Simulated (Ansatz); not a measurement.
**C₂H₉InO₂: up Jacob's ladder to CCSD(T)**

An exercise on one series of results from a longer session: the logs are not shown, and one member is left open.

Program: Ansatz 0.2.0, Gaussian basis. Level of theory: functionals in def2-TZVPP, the program's frozen cores in correlated methods. These are calculated values, not measurements.

The runs, in order: LDA (SPW92), PBE-D4, revPBE-D4, BLYP-D4, r2SCAN-D4, B97M-V, PBE0-D4, B3LYP-D4, r2SCANh-D4, r2SCAN0-D4, HSE06-D4, BHLYP-D4, CAM-B3LYP-D4, LC-ωPBE, ωB97X-V, ωB97M-V, B2PLYP, PBE-QIDH; CCSD(T)/def2-SVP; CCSD(T)/def2-TZVPP; MP2/def2-QZVPP; extrapolation to the limit; RPA on PBE.

**The relaxed structure**

All runs share one geometry, relaxed beforehand with PBE0-D4 in a triple-zeta def2 set. In takes the def2 core potential; no spin-orbit term is included.

SMILES `[CH3][In-]([CH3])([OH])[OH2+]`, 14 atoms, charge 0, spin multiplicity 1.

Atoms are counted from 1 here; the program's logs count them from 0.

Bond lengths: C1–In2 2.142 Å, C1–H6 1.091 Å, C1–H7 1.092 Å, C1–H8 1.090 Å, In2–C3 2.141 Å, In2–O4 2.081 Å, In2–O5 2.399 Å, C3–H9 1.091 Å, C3–H10 1.091 Å, C3–H11 1.091 Å, O4–H12 0.958 Å, O5–H13 0.999 Å, O5–H14 0.961 Å. Angles: In2–C1–H6 108.7°, In2–C1–H7 110.1°, In2–C1–H8 111.7°, H6–C1–H7 108.6°, H6–C1–H8 109.0°, H7–C1–H8 108.6°, C1–In2–C3 138.8°, C1–In2–O4 111.3°, C1–In2–O5 104.6°, C3–In2–O4 108.2°, C3–In2–O5 100.1°, O4–In2–O5 68.7°, In2–C3–H9 110.9°, In2–C3–H10 110.9°, In2–C3–H11 108.9°, H9–C3–H10 108.1°, H9–C3–H11 108.6°, H10–C3–H11 109.3° and more.

Set-up of the first run:

Input file in.yaml:

```yaml
crystal:
  periodic: [false, false, false]
  atoms:
    - {symbol: C, position_ang: [-1.836681, 1.249669, 0.427304]}
    - {symbol: In, position_ang: [-0.242199, -0.156877, 0.166321]}
    - {symbol: C, position_ang: [1.041324, -1.378053, 1.367790]}
    - {symbol: O, position_ang: [-0.178009, -0.870763, -1.787544]}
    - {symbol: O, position_ang: [1.394659, 1.018350, -1.136249]}
    - {symbol: H, position_ang: [-1.679514, 2.087422, -0.253740]}
    - {symbol: H, position_ang: [-2.792882, 0.780701, 0.188076]}
    - {symbol: H, position_ang: [-1.879550, 1.626304, 1.449493]}
    - {symbol: H, position_ang: [0.459085, -2.021827, 2.028758]}
    - {symbol: H, position_ang: [1.698734, -0.763256, 1.984809]}
    - {symbol: H, position_ang: [1.645512, -2.006768, 0.712597]}
    - {symbol: H, position_ang: [-0.969457, -0.748255, -2.313847]}
    - {symbol: H, position_ang: [1.005438, 0.365311, -1.784212]}
    - {symbol: H, position_ang: [2.320541, 0.788641, -1.020858]}
basis:
  gaussian: {orbitals: def2-TZVPP}
hamiltonian: {xc: lda}
output: {orbitals: {seedname: orbitals}}
```

On the command line:

```sh
> ansatz run in.yaml --threads 4 --pin off --events-out ev --progress --plain --max-ram 11315MiB
```

Among the steps run: LDA; PBE-D4 (GGA); revPBE-D4 (GGA); BLYP-D4 (GGA); r2SCAN-D4 (meta-GGA); B97M-V (meta-GGA); B3LYP-D4 (hybrid); r2SCANh-D4 (hybrid); r2SCAN0-D4 (hybrid); HSE06-D4 (hybrid); BHLYP-D4 (hybrid); CAM-B3LYP-D4 (range-separated); LC-ωPBE (range-separated); ωB97X-V (range-separated); ωB97M-V (range-separated); B2PLYP (double hybrid); PBE-QIDH (double hybrid).

One table of the session follows, with a row left open; its other results are not shown here.

It belongs to the step «Frontier levels by functional». 

| functional | HOMO (eV) | gap (eV) |
| --- | --- | --- |
| LDA (SPW92) | -6.13 | 5.12 |
| PBE-D4 | -5.92 | 5.10 |
| revPBE-D4 | -5.85 | 5.12 |
| BLYP-D4 | -5.80 | 4.97 |
| r2SCAN-D4 | -6.19 | 5.77 |
| B97M-V | -6.24 | 5.48 |
| PBE0-D4 | -7.22 | 7.18 |
| B3LYP-D4 | -6.99 | 6.64 |
| r2SCANh-D4 | -6.68 | 6.52 |
| r2SCAN0-D4 | ? | ? |
| HSE06-D4 | -6.82 | 6.42 |
| BHLYP-D4 | -8.32 | 8.84 |
| CAM-B3LYP-D4 | -8.54 | 9.22 |
| LC-ωPBE | -9.89 | 11.60 |
| ωB97X-V | -9.52 | 11.09 |
| ωB97M-V | -9.41 | 10.49 |

**Question.** Estimate the row for r2SCAN0-D4.

Worked estimate for «HOMO (eV)». Against the share of exact exchange, r2SCAN-D4 (0, -6.19), r2SCANh-D4 (0.1, -6.68) give a slope of -4.90 per unit share; at 0.25 the line stands at -7.41.

The run gave: HOMO (eV): -7.39; gap (eV): 7.59. In «HOMO (eV)» the line misses by -0.02.
